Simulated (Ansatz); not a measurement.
# Mg3TlF: the cost of one run

Computed with Ansatz 0.2.0 (DFT PBE, scalar-relativistic, plane waves, PAW, unless a step's input says otherwise).

## 1. The starting structure

The structure is cubic, space group Pm-3m (No. 221). Conventional cell: a = 4.757 Å, b = 4.757 Å, c = 4.757 Å, α = 90.00°, β = 90.00°, γ = 90.00°. Mg (site symmetry 4/mmm) is surrounded by 2 Tl at 2.38 Å and 8 Mg at 3.36 Å and 4 F at 3.36 Å. Tl (site symmetry m-3m) has 6 Mg at 2.38 Å as nearest neighbours. Around F (site symmetry m-3m) lie 12 Mg at 3.36 Å.

Structure file:

```cif
data_structure
_symmetry_space_group_name_H-M 'Pm-3m'
_symmetry_Int_Tables_number 221
_cell_length_a 4.7566
_cell_length_b 4.7566
_cell_length_c 4.7566
_cell_angle_alpha 90.000
_cell_angle_beta 90.000
_cell_angle_gamma 90.000
_cell_volume 107.62
loop_
_atom_site_label
_atom_site_type_symbol
_atom_site_symmetry_multiplicity
_atom_site_Wyckoff_symbol
_atom_site_fract_x
_atom_site_fract_y
_atom_site_fract_z
_atom_site_occupancy
Mg1 Mg 3 d 0.50000 0.00000 0.00000 1
Tl1 Tl 1 a 0.00000 0.00000 0.00000 1
F1 F 1 b 0.50000 0.50000 0.50000 1
```

A structure generator made this guess: species swapped into a database cell of RbEuCl3 (Pm-3m, No. 221), with F on the Rb sites, Tl on the Eu sites and Mg on the Cl sites. Lengths come from tabulated atomic sizes and are only a guess.

## 2. Probe: one point on a coarse mesh

input.yaml reads:

```yaml
crystal:
  lattice:
    - [4.75658815, 0.0, 0.0]
    - [0.0, 4.75658815, 0.0]
    - [0.0, 0.0, 4.75658815]
  atoms:
    - { symbol: Mg, position: [0.5, 0.0, 0.0] }
    - { symbol: Mg, position: [0.0, 0.5, 0.0] }
    - { symbol: Mg, position: [0.0, 0.0, 0.5] }
    - { symbol: Tl, position: [0.0, 0.0, 0.0] }
    - { symbol: F, position: [0.5, 0.5, 0.5] }
basis:
  ecutwfc: 420
kpoints:
  mp_grid: { grid: [4, 4, 4] }
hamiltonian:
  xc: pbe
scf:
  occupations: { method: gaussian, width: 0.1 }
  lower_state_search: "off"
output:
  forces: true
  stress: true
  eigenvalues: true
```

Launch:

```bash
$ ansatz run input.yaml --threads 1 --pin off --max-ram 2048MiB --backend cpu --events-out ev --progress --plain --runs-dir out
```

What time and memory should one allow on 1 thread of Arm Neoverse V1, shared host?

About 2.6 s, with a peak of 0.32 GiB.
